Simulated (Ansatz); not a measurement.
# Rb6Na: the cost of one run

Program: Ansatz 0.2.0. Level of theory: DFT PBE, scalar-relativistic, plane waves, PAW. These are calculated values, not measurements.

### 1 The starting structure

It takes space group Pm-3m (No. 221, cubic). Conventional cell: a = 6.661 Å, b = 6.661 Å, c = 6.661 Å, α = 90.00°, β = 90.00°, γ = 90.00°. Rb (site symmetry 4/mmm) is surrounded by 4 Rb at 3.33 Å. Rb (site symmetry 4/mmm) is surrounded by 4 Rb at 3.33 Å and 2 Na at 3.33 Å. Na (site symmetry m-3m) has 6 Rb at 3.33 Å in its first shell of neighbours.

Structure file:

```
Rb Na
1.0
     6.66099    0.00000    0.00000
     0.00000    6.66099    0.00000
     0.00000    0.00000    6.66099
Rb Na
6 1
Direct
  0.00000 0.50000 0.50000
  0.50000 0.00000 0.50000
  0.50000 0.50000 0.00000
  0.50000 0.00000 0.00000
  0.00000 0.50000 0.00000
  0.00000 0.00000 0.50000
  0.00000 0.00000 0.00000
```

Recipe of the guess: random cell by space group and Wyckoff sites (Pm-3m, No. 221). The dimensions are guesses.

### 2 A first look at the guess

input.yaml reads:

```yaml
crystal:
  lattice:
    - [6.66098547, 0.0, 0.0]
    - [0.0, 6.66098547, 0.0]
    - [0.0, 0.0, 6.66098547]
  atoms:
    - { symbol: Rb, position: [0.0, 0.5, 0.5] }
    - { symbol: Rb, position: [0.5, 0.0, 0.5] }
    - { symbol: Rb, position: [0.5, 0.5, 0.0] }
    - { symbol: Rb, position: [0.5, 0.0, 0.0] }
    - { symbol: Rb, position: [0.0, 0.5, 0.0] }
    - { symbol: Rb, position: [0.0, 0.0, 0.5] }
    - { symbol: Na, position: [0.0, 0.0, 0.0] }
basis:
  ecutwfc: 420
kpoints:
  mp_grid: { grid: [4, 4, 4] }
hamiltonian:
  xc: pbe
scf:
  occupations: { method: gaussian, width: 0.1 }
  lower_state_search: "off"
output:
  forces: true
  stress: true
  eigenvalues: true
```

Launch:

```console
> ansatz run input.yaml --threads 1 --pin off --max-ram 2560MiB --backend cpu --events-out ev --progress --plain --runs-dir out
```

Q: Estimate wall time and peak memory on 1 thread of Intel Xeon at 2.80GHz (Skylake/Cascade Lake), shared host.

About 5.5 s, with a peak of 0.52 GiB.
